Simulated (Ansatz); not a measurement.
**C₆H₁₀O₂Zn: one species, many methods**

The task here is to estimate one member of a computed series from the others.

The runs use Ansatz 0.2.0, Gaussian basis; functionals in def2-TZVPP, the program's frozen cores in correlated methods.

The runs, in order: LDA (SPW92), PBE-D4, revPBE-D4, BLYP-D4, r2SCAN-D4, B97M-V, PBE0-D4, B3LYP-D4, r2SCANh-D4, r2SCAN0-D4, HSE06-D4, BHLYP-D4, CAM-B3LYP-D4, LC-ωPBE, ωB97X-V, ωB97M-V, B2PLYP, PBE-QIDH; CCSD(T)/def2-SVP; CCSD(T)/def2-TZVPP; MP2/def2-QZVPP; extrapolation to the limit; RPA on PBE.

## The relaxed structure

The geometry comes from an earlier relaxation with PBE0-D4 in a triple-zeta def2 set; it is a stationary point, not always the lowest conformer.

SMILES `CC1=CC(C)=[O+][Zn-]([CH3])[O]1`, 19 atoms, charge 0, spin multiplicity 1.

Atoms are counted from 1 here; the program's logs count them from 0.

Bond lengths: C1–C2 1.499 Å, C1–H10 1.089 Å, C1–H11 1.093 Å, C1–H12 1.093 Å, C2–C3 1.398 Å, C2–O9 1.268 Å, C3–C4 1.398 Å, C3–H13 1.081 Å, C4–C5 1.499 Å, C4–O6 1.268 Å, C5–H14 1.089 Å, C5–H15 1.093 Å, C5–H16 1.093 Å, O6–Zn7 1.957 Å, Zn7–C8 1.946 Å, Zn7–O9 1.957 Å, C8–H17 1.093 Å, C8–H18 1.092 Å and more. Angles: C2–C1–H10 112.7°, C2–C1–H11 109.0°, C2–C1–H12 109.0°, H10–C1–H11 109.5°, H10–C1–H12 109.5°, H11–C1–H12 107.0°, C1–C2–C3 119.2°, C1–C2–O9 115.3°, C3–C2–O9 125.5°, C2–C3–C4 125.1°, C2–C3–H13 117.4°, C4–C3–H13 117.4°, C3–C4–C5 119.2°, C3–C4–O6 125.5°, C5–C4–O6 115.3°, C4–C5–H14 112.7°, C4–C5–H15 109.0°, C4–C5–H16 109.0° and more.

Set-up of the first run:

The input, in.yaml:

```yaml
crystal:
  periodic: [false, false, false]
  atoms:
    - {symbol: C, position_ang: [2.516124, 1.089874, -1.094729]}
    - {symbol: C, position_ang: [1.244249, 0.514470, -0.549306]}
    - {symbol: C, position_ang: [0.422767, 1.313454, 0.252014]}
    - {symbol: C, position_ang: [-0.785971, 0.904719, 0.824037]}
    - {symbol: C, position_ang: [-1.562061, 1.873789, 1.663576]}
    - {symbol: O, position_ang: [-1.308458, -0.243327, 0.698098]}
    - {symbol: Zn, position_ang: [-0.554868, -1.728525, -0.328969]}
    - {symbol: C, position_ang: [-1.142330, -3.550387, -0.679200]}
    - {symbol: O, position_ang: [1.011506, -0.689168, -0.871733]}
    - {symbol: H, position_ang: [2.674058, 2.123180, -0.790119]}
    - {symbol: H, position_ang: [3.356463, 0.477830, -0.758632]}
    - {symbol: H, position_ang: [2.494526, 1.030400, -2.185508]}
    - {symbol: H, position_ang: [0.747933, 2.326043, 0.444959]}
    - {symbol: H, position_ang: [-1.075400, 2.844614, 1.742502]}
    - {symbol: H, position_ang: [-1.696971, 1.450981, 2.662034]}
    - {symbol: H, position_ang: [-2.558479, 1.999090, 1.233058]}
    - {symbol: H, position_ang: [-1.682767, -3.601715, -1.627550]}
    - {symbol: H, position_ang: [-1.810117, -3.905181, 0.108204]}
    - {symbol: H, position_ang: [-0.290213, -4.230143, -0.742734]}
basis:
  gaussian: {orbitals: def2-TZVPP}
hamiltonian: {xc: lda}
output: {orbitals: {seedname: orbitals}}
```

Run with:

```sh
$ ansatz run in.yaml --threads 4 --pin off --events-out ev --progress --plain --max-ram 46080MiB --backend cuda --devices 0, --max-vram 37GiB
```

Steps of the session up to this table: LDA; PBE-D4 (GGA); revPBE-D4 (GGA); BLYP-D4 (GGA); r2SCAN-D4 (meta-GGA); B97M-V (meta-GGA); B3LYP-D4 (hybrid); r2SCANh-D4 (hybrid); r2SCAN0-D4 (hybrid); HSE06-D4 (hybrid); BHLYP-D4 (hybrid); CAM-B3LYP-D4 (range-separated); LC-ωPBE (range-separated); ωB97X-V (range-separated); ωB97M-V (range-separated); B2PLYP (double hybrid); PBE-QIDH (double hybrid).

One table of the session follows, with a row left open; its other results are not shown here.

It belongs to the step «Orbital energies across the functionals». 

```
  functional  HOMO (eV)  LUMO (eV)  gap (eV)
 LDA (SPW92)      -6.09      -2.50      3.59
      PBE-D4      -5.87      -2.25      3.61
   revPBE-D4      -5.78      -2.16      3.62
     BLYP-D4      -5.72      -2.12      3.61
   r2SCAN-D4      -6.07      -2.09      3.97
      B97M-V      -6.07      -2.00      4.07
     PBE0-D4      -6.93      -1.35      5.57
    B3LYP-D4      -6.73      -1.56      5.17
  r2SCANh-D4      -6.47      -1.76      4.71
  r2SCAN0-D4      -7.08      -1.26      5.82
    HSE06-D4          ?          ?         ?
    BHLYP-D4      -7.88      -0.29      7.59
CAM-B3LYP-D4      -8.19      -0.27      7.92
     LC-ωPBE      -9.44       0.79     10.24
     ωB97X-V      -9.12       0.78      9.90
     ωB97M-V      -9.04       0.72      9.77
```

Estimate the missing values for HSE06-D4.

As computed: HOMO (eV): -6.53; LUMO (eV): -1.73; gap (eV): 4.80. In the column «HOMO (eV)» it lies between B3LYP-D4 (-6.73) and r2SCANh-D4 (-6.47).
